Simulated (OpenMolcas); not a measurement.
# Co⁴⁺ among point charges: CASSCF and CASPT2 levels and susceptibility

Aim: the splitting of the states of Co⁴⁺ in the field of 6 point charges, its lowest levels with spin-orbit coupling and its magnetic susceptibility.

The numbers are computed with OpenMolcas 26.06 (state-averaged CASSCF and CASPT2, spin-orbit coupling by RASSI with atomic mean-field integrals), except any that are marked as measured or tabulated.

## (1) The atom as given

- Species: Co⁴⁺ (cobalt, Z = 27, 23 electrons)
- Basis: ANO-RCC-VDZP [5s4p2d1f], 34 functions
- Scalar Hamiltonian: DKH2, point nucleus
- Inactive shells: 1s 2s 2p 3s 3p
- Active space: 5 electrons in 5 orbitals (3d)
- Some configurations of this space: 3d5
- Orbitals: optimised for each spin and parity, averaged over all roots

The outer shells:

3d5
```
3d [↑ ][↑ ][↑ ][↑ ][↑ ]
```

The ion sits among 6 point charges of -2 e arranged as an octahedron (Oh), 1.68 Å from the ion.

The work runs as a chain of OpenMolcas steps in one folder; each step below is one input file. Labels, J, g values, rates, χT and fits are worked out afterwards by a script from the matrices that RASSI stores. The input lists half of the charges; inversion (Group=XYZ) makes the rest.

## (2) One- and two-electron integrals

a.inp

```
&GATEWAY
Coord
1

Co 0.0 0.0 0.0
Basis=ANO-RCC-VDZP
Group=XYZ
NoMove
AngMom=0.0 0.0 0.0
AMFI
XField
3 Angstrom 0
1.680000 0.000000 0.000000 -2.000000
0.000000 1.680000 0.000000 -2.000000
0.000000 0.000000 1.680000 -2.000000
&SEWARD
```

On the command line:

```
OMP_NUM_THREADS=1 MOLCAS_MEM=1689 MOLCAS_PROJECT=a pymolcas a.inp > a.log
```

Log:

```text
Basis set label: CO.ANO-RCC...5S4P2D1F.

      Electronic valence basis set:
      ------------------
      Associated Effective Charge  27.000000 au
      Associated Actual Charge     27.000000 au
      Nuclear Model: Point charge

      Shell  nPrim  nBasis  Cartesian Spherical Contaminant
         s      21       5        X
         p      15       4        X
         d      10       2                 X
         f       6       1                 X
                  Relativistic Douglas-Kroll-Hess integrals:
                    - DKH order of Hamiltonian: 2
                    - DKH order of Properties : 0
                  Atomic mean-field integrals
```

## (3) Reference wave functions, sextets of even parity, 1 root

a.inp

```
&RASSCF
FileOrb=start.orb
Symmetry=1
Spin=6
nActEl=5 0 0
Inactive=3 6
Ras2=5 0
CIRoot=1 1 1
SDav=1
CIMx=300
Iter=120 100
PrWF=0.3
OrbListing=Nothing
MaxOrb=0
>>> COPY $Project.JobIph JOB001
```

start.orb holds the contracted functions of the basis, ordered by shell, or the orbitals of the step before.

Log (excerpt; [...] marks lines left out):

```text
[...]
      Number of active orbitals                  5
[...]
      Spin quantum number                      2.5
[...]
      Active orbitals                            5   0
[...]
      Number of CSFs                             1
      Number of root(s) required                 1
[...]
      Convergence after  8 iterations
[...]
      Natural orbitals and occupation numbers for root  1
      sym 1:   1.000000   1.000000   1.000000   1.000000   1.000000
::    RASSCF root number  1 Total energy:  -1403.15990881
```

## (4) Reference wave functions, quartets of even parity, 24 roots

a.inp

```
&RASSCF
FileOrb=start.orb
Symmetry=1
Spin=4
nActEl=5 0 0
Inactive=3 6
Ras2=5 0
CIRoot=24 24 1
SDav=24
CIMx=300
Iter=120 100
PrWF=0.3
OrbListing=Nothing
MaxOrb=0
>>> COPY $Project.JobIph JOB002
```

Log (excerpt; [...] marks lines left out):

```text
[...]
      Number of active orbitals                  5
[...]
      Spin quantum number                      1.5
[...]
      Active orbitals                            5   0
[...]
      Number of CSFs                            24
      Number of root(s) required                24
[...]
      Convergence after  7 iterations
[...]
      Natural orbitals and occupation numbers for root  1
      sym 1:   0.994198   1.762308   0.237586   1.004656   1.001252
      Natural orbitals and occupation numbers for root  2
      sym 1:   1.011450   1.013084   0.248000   1.750923   0.976544
      Natural orbitals and occupation numbers for root  3
      sym 1:   1.751991   1.011322   0.977977   0.247010   1.011700
::    RASSCF root number  1 Total energy:  -1402.97779017
::    RASSCF root number  2 Total energy:  -1402.97779017
::    RASSCF root number  3 Total energy:  -1402.97779017
[...]
::    RASSCF root number 21 Total energy:  -1402.83326651
::    RASSCF root number 22 Total energy:  -1402.83181634
::    RASSCF root number 23 Total energy:  -1402.83181634
::    RASSCF root number 24 Total energy:  -1402.83181634
```

## (5) Reference wave functions, doublets of even parity, 75 roots

a.inp

```
&RASSCF
FileOrb=start.orb
Symmetry=1
Spin=2
nActEl=5 0 0
Inactive=3 6
Ras2=5 0
CIRoot=75 75 1
SDav=75
CIMx=300
Iter=120 100
PrWF=0.3
OrbListing=Nothing
MaxOrb=0
>>> COPY $Project.JobIph JOB003
```

Log (excerpt; [...] marks lines left out):

```text
[...]
      Number of active orbitals                  5
[...]
      Spin quantum number                      0.5
[...]
      Active orbitals                            5   0
[...]
      Number of CSFs                            75
      Number of root(s) required                75
[...]
      Convergence after  6 iterations
[...]
      Natural orbitals and occupation numbers for root  1
      sym 1:   1.053347   1.621328   0.312770   0.404122   1.608433
      Natural orbitals and occupation numbers for root  2
      sym 1:   0.380707   1.027904   1.631273   1.639668   0.320449
      Natural orbitals and occupation numbers for root  3
      sym 1:   1.608183   1.620148   0.405241   1.054166   0.312261
::    RASSCF root number  1 Total energy:  -1402.89985903
::    RASSCF root number  2 Total energy:  -1402.89985903
::    RASSCF root number  3 Total energy:  -1402.89985903
[...]
::    RASSCF root number 27 Total energy:  -1402.82598706
::    RASSCF root number 28 Total energy:  -1402.82598706
::    RASSCF root number 29 Total energy:  -1402.82247841
::    RASSCF root number 30 Total energy:  -1402.82247841
```

## (6) State interaction with spin-orbit coupling

a.inp

```
&RASSI
NrOfJobIphs=3 1 24 75
1
1 2 3 4 5 6 7 8 9 10 11 12 13 14 15 16 17 18 19 20 21 22 23 24
1 2 3 4 5 6 7 8 9 10 11 12 13 14 15 16 17 18 19 20 21 22 23 24 25 26 27
28 29 30 31 32 33 34 35 36 37 38 39 40 41 42 43 44 45 46 47 48 49 50 51
52 53 54 55 56 57 58 59 60 61 62 63 64 65 66 67 68 69 70 71 72 73 74 75
IphNames
JOB001
JOB002
JOB003
EJob
SpinOrbit
DIPRint=1.0
SOCoupling=1000.0
Subsets=2
Property=9
'ANGMOM' 1 'ANGMOM' 2 'ANGMOM' 3 'MLTPL  1' 1 'MLTPL  1' 2 'MLTPL  1' 3
'AMFI' 1 'AMFI' 2 'AMFI' 3
SOProperty=3
'ANGMOM' 1 'ANGMOM' 2 'ANGMOM' 3
```

Log (excerpt; [...] marks lines left out):

```text
SPIN-FREE ENERGIES:
  (Shifted by EMIN (a.u.) =      -1403.1599088087)
 SF State       Relative EMIN(au)   Rel lowest level(eV)    D:o, cm**(-1)      L_eff
     1             0.0000000000        0.0000000000              0.0000         0.0
     2             0.1821186436        4.9557007538          39970.4222         3.6
     3             0.1821186436        4.9557007538          39970.4222         3.6
     4             0.1821186436        4.9557007538          39970.4222         3.6
     5             0.1903440170        5.1795245661          41775.6830         4.0
     6             0.1903440170        5.1795245661          41775.6830         4.0
     7             0.1903440170        5.1795245661          41775.6830         4.0
     8             0.1925572229        5.2397489659          42261.4255         4.0
     9             0.1925572229        5.2397489659          42261.4255         4.0
    10             0.1931166447        5.2549716088          42384.2044         4.0
[...]
Eigenvalues of complex Hamiltonian:
   -----------------------------------
  (Shifted by EMIN (a.u.) =      -1403.1599088087)
 SO State       Relative EMIN(au)   Rel lowest level(eV)    D:o, cm**(-1)     J-value
     1            -0.0002325945        0.0000000000              0.0000         2.0
     2            -0.0002325945        0.0000000000              0.0000         2.0
     3            -0.0002325871        0.0000002021              0.0016         1.4
     4            -0.0002325871        0.0000002021              0.0016         2.4
     5            -0.0002325871        0.0000002021              0.0016         2.3
     6            -0.0002325871        0.0000002021              0.0016         1.6
     7             0.1814818872        4.9447029482          39881.7189         3.3
     8             0.1814818872        4.9447029482          39881.7189         3.3
     9             0.1816334130        4.9488261752          39914.9750         3.3
    10             0.1816334130        4.9488261752          39914.9750         3.3
    11             0.1816334130        4.9488261752          39914.9750         3.4
[...]
```

These steps: 26 s of run time, 1 thread of Arm Neoverse V1, shared host.

States without spin-orbit coupling:

```csv
state,degeneracy,E (cm-1),free-ion L (%)
6A1,1,0,S (100)
4T1,3,39970,G (80)
4T2,3,41776,G (99)
4E,2,42261,G (100)
4A1,1,42384,G (100)
4T1,3,51043,P (80)
4T2,3,51663,D (96)
4E,2,52668,D (100)
2T2,3,57074,I (75)
2A2,1,58332,I (86)
2T1,3,58769,I (90)
2T2,3,59138,I (91)
2E,2,59637,I (97)
2A1,1,60313,I (100)
2T2,3,65064,D (54)
2E,2,66882,D (83)
2T1,3,69060,F (81)
4T1,3,70440,F (99)
2A2,1,70866,F (86)
2T2,3,71032,F (40)
4A2,1,71690,F (100)
4T2,3,72008,F (95)
2T1,3,73287,H (84)
2E,2,74057,H (48)
```

With spin-orbit coupling:

```tsv
E (cm-1)	Degeneracy	Label	2S+1	g
0.0	6		6	
39882	2	Γ7	4	2.30 2.30 2.30
39915	4	Γ8	4	
39975	4	Γ8	4	
40048	2	Γ6	4	2.90 2.90 2.90
41611	2	Γ7	4	1.72 1.72 1.72
41720	4	Γ8	4	
41848	2	Γ6	4	4.10 4.10 4.10
41860	4	Γ8	4	
42249	2	Γ7	4	2.15 2.15 2.15
42258	4	Γ8	4	
42276	2	Γ6	4	1.51 1.51 1.51
42382	4	Γ8	4	
50289	4	Γ8	4	
50561	2	Γ7	4	2.41 2.41 2.41
50612	4	Γ8	4	
50880	2	Γ6	4	1.93 1.93 1.93
51615	2	Γ6	4	1.38 1.38 1.38
51869	4	Γ8	4	
52004	2	Γ7	4	4.23 4.23 4.23
52230	4	Γ8	4	
52768	2	Γ6	4	1.18 1.18 1.18
52969	4	Γ8	4	
53047	2	Γ7	4	2.44 2.44 2.44
```

The table of states holds 24 of 43 computed; the rest, higher up, is left out. Principal g values are given for doublets only; a zero marks a field direction without first-order Zeeman splitting.

Powder χT (cm³ K/mol): 4.38 at 2 K, 4.38 at 5 K, 4.38 at 10 K, 4.38 at 20 K, 4.38 at 50 K, 4.38 at 100 K, 4.38 at 150 K, 4.38 at 200 K, 4.38 at 250 K, 4.38 at 300 K.

[end of part 1 of 2]
